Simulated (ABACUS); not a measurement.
NiMoIrPdW in ABACUS: the effect of fixed moment

The system is NiMoIrPdW.

```
CELL_PARAMETERS angstrom
4.11705 0.00000 0.00000
-2.05853 3.56547 0.00000
0.00000 0.00000 5.44580
ATOMIC_POSITIONS crystal
Ir 0.33333 0.66667 0.72572
W 0.33333 0.66667 0.23642
Pd 0.66667 0.33333 0.46295
Mo 0.66667 0.33333 0.96161
Ni 0.00000 0.00000 0.95775
```

The cell was built by a generator and needn't be a form met in nature.

Alike in all runs:

| Quantity | Value |
| --- | --- |
| Program | ABACUS 3.10.1 |
| Task | single point |
| Functional | PBE |
| Potentials or basis | PseudoDojo NC SR 0.4.1 PBE standard |
| Cutoff | 1361 eV |
| Density cutoff | 5442 eV |
| Basis | DZP LCAO (the cutoffs set its grid) |
| k mesh | 6 × 6 × 4 |
| Occupations | fermi-dirac, width 0.05 eV |
| Spin | collinear spin, ferromagnetic start |
| Starting moments | [0.6, 0.0, 0.0, 1.0, 1.0] μB |

| fixed moment | energy over the lowest run (meV/atom) | pressure (GPa) | largest force (eV/Å) |
| --- | --- | --- | --- |
| 0.5 | 0.0 | 0.7 | 0.14 |
| 1 | 13.7 | 1.0 | 0.11 |
| 1.5 | 37.3 | 1.5 | 0.16 |
| 2 | 65.0 | 2.0 | 0.23 |
| 2.5 | 96.6 | 2.7 | 0.30 |
| 3 | ? | ? | ? |

Problem. What does the run with fixed moment 3 give?

Solution. Energy over the lowest run 136.3 meV/atom; pressure 3.4 GPa; largest force 0.29 eV/Å.

Worked out: A parabola through the other rows of the energy over the lowest run, of slope 83.1 meV/atom per unit of fixed moment there, extrapolates to 135.8 meV/atom, against the run's 136.3. A parabola through the other rows of the pressure, of slope 1.69 GPa per unit of fixed moment there, extrapolates to 3.5 GPa, against the run's 3.4. A parabola through the other rows of the largest force, of slope 0.277 eV/Å per unit of fixed moment there, extrapolates to 0.43 eV/Å, against the run's 0.29.

Caveats: the atomic orbitals were generated for these runs and aren't a published set; this set's palladium file may shift the pressure by some GPa; the basis of atomic orbitals isn't converged, which shifts pressures, moduli and gaps; the total moment is fixed, so each spin has its own Fermi level; the moment is held away from its start (some runs).
